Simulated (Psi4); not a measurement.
**C2F4O (trifluoroacetyl fluoride): wB97X-V/cc-pVDZ**

What is the vertical ionisation energy of C2F4O (trifluoroacetyl fluoride) at wB97X-V/cc-pVDZ? 

Program for the calculation: Psi4 1.11.

### 1 The molecule

C2F4O has 7 atoms, charge 0, and is taken as a singlet. As SMILES, `O=C(F)C(F)(F)F`. The shape is that of a PBE0-D4/def2-TZVP optimisation.

Bond lengths: O1–C2 1.172 Å, C2–F3 1.326 Å, C2–C4 1.542 Å, C4–F5 1.330 Å, C4–F6 1.330 Å, C4–F7 1.318 Å. Angles: O1–C2–F3 124.0°, O1–C2–C4 126.4°, F3–C2–C4 109.5°, C2–C4–F5 109.8°, C2–C4–F6 109.8°, C2–C4–F7 110.2°, F5–C4–F6 108.7°, F5–C4–F7 109.1°, F6–C4–F7 109.1°.

### 2 The energy at wB97X-V/cc-pVDZ

The input, c2f4o.inp:

```
memory 2200 mb

molecule m {
  0 1
  O
  C 1 1.172007
  F 2 1.325825 1 124.03639
  C 2 1.54187 1 126.444 3 179.97826
  F 4 1.329569 2 109.82491 1 120.48043
  F 4 1.329637 5 108.69957 2 -120.14246
  F 4 1.318381 5 109.13886 6 -118.93529
  symmetry c1
  no_reorient
  no_com
}

set globals {
  basis cc-pVDZ
  puream true
  e_convergence 1e-09
  d_convergence 1e-08
  scf_type pk
  dft_radial_points 99
  dft_spherical_points 590
}

energy('wb97x-v')
```

On the command line:

```bash
psi4 -i c2f4o.inp -o c2f4o.out -n 1
```

c2f4o.out (excerpt; [...] marks lines left out):

```text
[...]
  Running in c1 symmetry.
[...]
  Nuclear repulsion =  336.982293346171559
[...]
  Multiplicity = 1
[...]
  Nalpha       = 28
  Nbeta        = 28
[...]
    Number of basis functions: 98
[...]
   @RKS iter   1:  -550.48129605235795   -3.34275e-01   7.22851e-03 DIIS/ADIIS
[...]
   @RKS iter  13:  -550.66106133803805   -1.25056e-12   4.17090e-09 DIIS
[...]
    Orbital Energies [Eh]
    ---------------------
    Doubly Occupied:
       1A    -24.839925     2A    -24.838546     3A    -24.838013
       4A    -24.837998     5A    -19.287117     6A    -10.564718
       7A    -10.487233     8A     -1.487975     9A     -1.423318
      10A     -1.392263    11A     -1.390596    12A     -1.251029
      13A     -0.908944    14A     -0.800502    15A     -0.748795
      16A     -0.743376    17A     -0.733452    18A     -0.652868
      19A     -0.638694    20A     -0.610404    21A     -0.605261
      22A     -0.603782    23A     -0.570637    24A     -0.567216
      25A     -0.545139    26A     -0.527372    27A     -0.519818
      28A     -0.447962
[...]
  @RKS Final Energy:  -550.66106133803805
   => Energetics <=
    Nuclear Repulsion Energy =            336.9822933461715593
    One-Electron Energy =               -1431.8976884283101754
    Two-Electron Energy =                 588.0701356809529443
    DFT Exchange-Correlation Energy =     -44.0438055390238503
    Empirical Dispersion Energy =           0.0000000000000000
    VV10 Nonlocal Energy =                  0.2280036021715590
    Total Energy =                       -550.6610613380380528
[...]
 Multipole Moments:
 ------------------------------------------------------------------------------------
     Multipole            Electronic (a.u.)      Nuclear  (a.u.)        Total (a.u.)
 ------------------------------------------------------------------------------------
 L = 1.  Multiply by 2.5417464519 to convert [e a0] to [Debye]
 Dipole X            :          0.0001872           -0.0005782           -0.0003910
 Dipole Y            :          0.7540233           -0.7227778            0.0312455
 Dipole Z            :          1.9317606           -1.6645755            0.2671851
 Magnitude           :                                                    0.2690061
[...]
```

Wall time 1.8 min (1 thread of Intel Xeon Platinum 8375C at 2.90GHz (Ice Lake), shared host); peak memory 1.4 GiB.

### 3 The doublet cation

The input, run.py:

```python
import psi4

psi4.set_memory(2200000000)
psi4.set_num_threads(1)
psi4.core.set_output_file('psi4.out', False)

molecule = psi4.geometry("""
1 2
O      1.061180    -1.396170     0.701140
C      0.088980    -0.798110     0.435150
F     -1.136840    -1.201010     0.739860
C      0.018150     0.551850    -0.306440
F     -0.697880     0.418270    -1.418740
F     -0.564330     1.461580     0.468830
F      1.230750     0.963590    -0.619810
symmetry c1
""")

psi4.set_options({
    'basis': 'cc-pVDZ',
    'reference': 'uks',
    'puream': True,
    'e_convergence': 1e-09,
    'd_convergence': 1e-08,
    'scf_type': 'pk',
    'dft_radial_points': 99,
    'dft_spherical_points': 590,
    'maxiter': 100,
})

result = psi4.energy('wb97x-v')
print(f'wb97x-v energy: {result:.10f} Eh')
```

On the command line:

```bash
python run.py
```

psi4.out (excerpt; [...] marks lines left out):

```text
[...]
  Running in c1 symmetry.
[...]
  Nuclear repulsion =  336.982269552340540
[...]
  Multiplicity = 2
[...]
  Nalpha       = 28
  Nbeta        = 27
[...]
    Number of basis functions: 98
[...]
   @UKS iter   1:  -549.97025301213284    1.76768e-01   7.41522e-03 DIIS/ADIIS
[...]
   @UKS iter  20:  -550.19669716799842   -1.59162e-12   4.85352e-09 DIIS
[...]
   @S^2 Observed:                7.579997812E-01
[...]
    Orbital Energies [Eh]
    ---------------------
    Alpha Occupied:
       1A    -25.156784     2A    -25.081568     3A    -25.081551
       4A    -25.069986     5A    -19.714751     6A    -10.835742
       7A    -10.822815     8A     -1.743848     9A     -1.718452
      10A     -1.645770    11A     -1.628838    12A     -1.623459
      13A     -1.200570    14A     -1.070263    15A     -1.034159
      16A     -1.008149    17A     -0.992808    18A     -0.965781
      19A     -0.953019    20A     -0.903322    21A     -0.867740
      22A     -0.860939    23A     -0.836255    24A     -0.836213
      25A     -0.799002    26A     -0.794641    27A     -0.776902
      28A     -0.771960
    Alpha Virtual:
[...]
  @UKS Final Energy:  -550.19669716799842
   => Energetics <=
    Nuclear Repulsion Energy =            336.9822695523405400
    One-Electron Energy =               -1416.3602677607216265
    Two-Electron Energy =                 572.7213408483893318
    DFT Exchange-Correlation Energy =     -43.7652674596578777
    Empirical Dispersion Energy =           0.0000000000000000
    VV10 Nonlocal Energy =                  0.2252276516511825
    Total Energy =                       -550.1966971679984226
[...]
 Multipole Moments:
 ------------------------------------------------------------------------------------
     Multipole            Electronic (a.u.)      Nuclear  (a.u.)        Total (a.u.)
 ------------------------------------------------------------------------------------
 L = 1.  Multiply by 2.5417464519 to convert [e a0] to [Debye]
 Dipole X            :         -0.6625619            0.9793085            0.3167466
 Dipole Y            :          0.2037945           -1.3638575           -1.1600630
 Dipole Z            :         -0.0686484            0.6885256            0.6198772
 Magnitude           :                                                    1.3528940
[...]
```

Standard output:

```text
wb97x-v energy: -550.1966971680 Eh
```

Wall time 2.8 min (1 thread of Intel Xeon Platinum 8375C at 2.90GHz (Ice Lake), shared host); peak memory 1.4 GiB.

### 4 What came out

At wB97X-V/cc-pVDZ:

| quantity | value |
| --- | --- |
| singlet C2F4O: total energy | -550.66106 Eh |
| singlet C2F4O: dipole moment | 0.68 D |
| singlet C2F4O: HOMO energy | -12.19 eV |
| singlet C2F4O: LUMO energy | 1.11 eV |
| singlet C2F4O: HOMO–LUMO gap | 13.30 eV |
| doublet cation: total energy | -550.19670 Eh |
| doublet cation: HOMO energy (highest over α and β) | -20.97 eV |
| doublet cation: LUMO energy (lowest over α and β) | -13.05 eV |
| doublet cation: ⟨S²⟩ | 0.758 |
| vertical ionisation energy (to the doublet cation) | 12.636 eV |

Removing an electron at fixed nuclei costs 12.64 eV (291 kcal/mol). −ε(HOMO) before ionisation, 12.19 eV, is 0.45 eV below this ionisation energy.
